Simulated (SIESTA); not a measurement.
Cu3O2:

```
CELL_PARAMETERS angstrom
-2.02298 2.02298 3.67362
2.02298 -2.02298 3.67362
2.02298 2.02298 -3.67362
ATOMIC_POSITIONS crystal
Cu 0.00000 0.00000 0.00000
Cu 0.75000 0.25000 0.50000
Cu 0.25000 0.75000 0.50000
O 0.50000 0.00000 0.50000
O 0.00000 0.50000 0.50000
```

The cell comes from a database or a generator and needn't be the stable form of this composition.

Base run:

```yaml
Program: SIESTA 5.4.2
Functional: PBEsol
Potentials_or_basis: PseudoDojo 0.4 standard (PBEsol files)
Basis: DZP (energy shift 0.003 Ry; two zetas on semicore shells)
Grid_cutoff: 800 Ry
Energy_shift: 0.003 Ry
k_mesh: 7 × 7 × 7
Occupations: fermi-dirac, width 0.05 eV
Spin: no spin polarisation
Hubbard_terms: Cu d U = 6 eV
```

Its results: band gap on the k mesh none (metal or under the smearing width); pressure -3.4 GPa.

Question: The run is repeated on the same cell with these changes: k mesh from 7 × 7 × 7 to 9 × 9 × 9; hubbard terms from Cu d U = 6 eV to none. What comes out?

Answer: Band gap on the k mesh none (metal or under the smearing width); pressure -4.9 GPa.

Several settings changed at once, so the effect can't be laid on one alone.

Caveats: short orbitals over semicore shells can move pressures by several GPa; the basis of atomic orbitals isn't converged, which shifts pressures, moduli and gaps; an odd number of electrons without spin polarisation forces a metal; a magnetic or distorted state may lie lower; the run has no spin polarisation, though such a crystal can be magnetic; U without spin polarisation on a metal has little footing (some runs); semilocal functionals often make such compounds metallic where correlation or magnetic order opens a gap, which also shifts bond lengths (some runs).
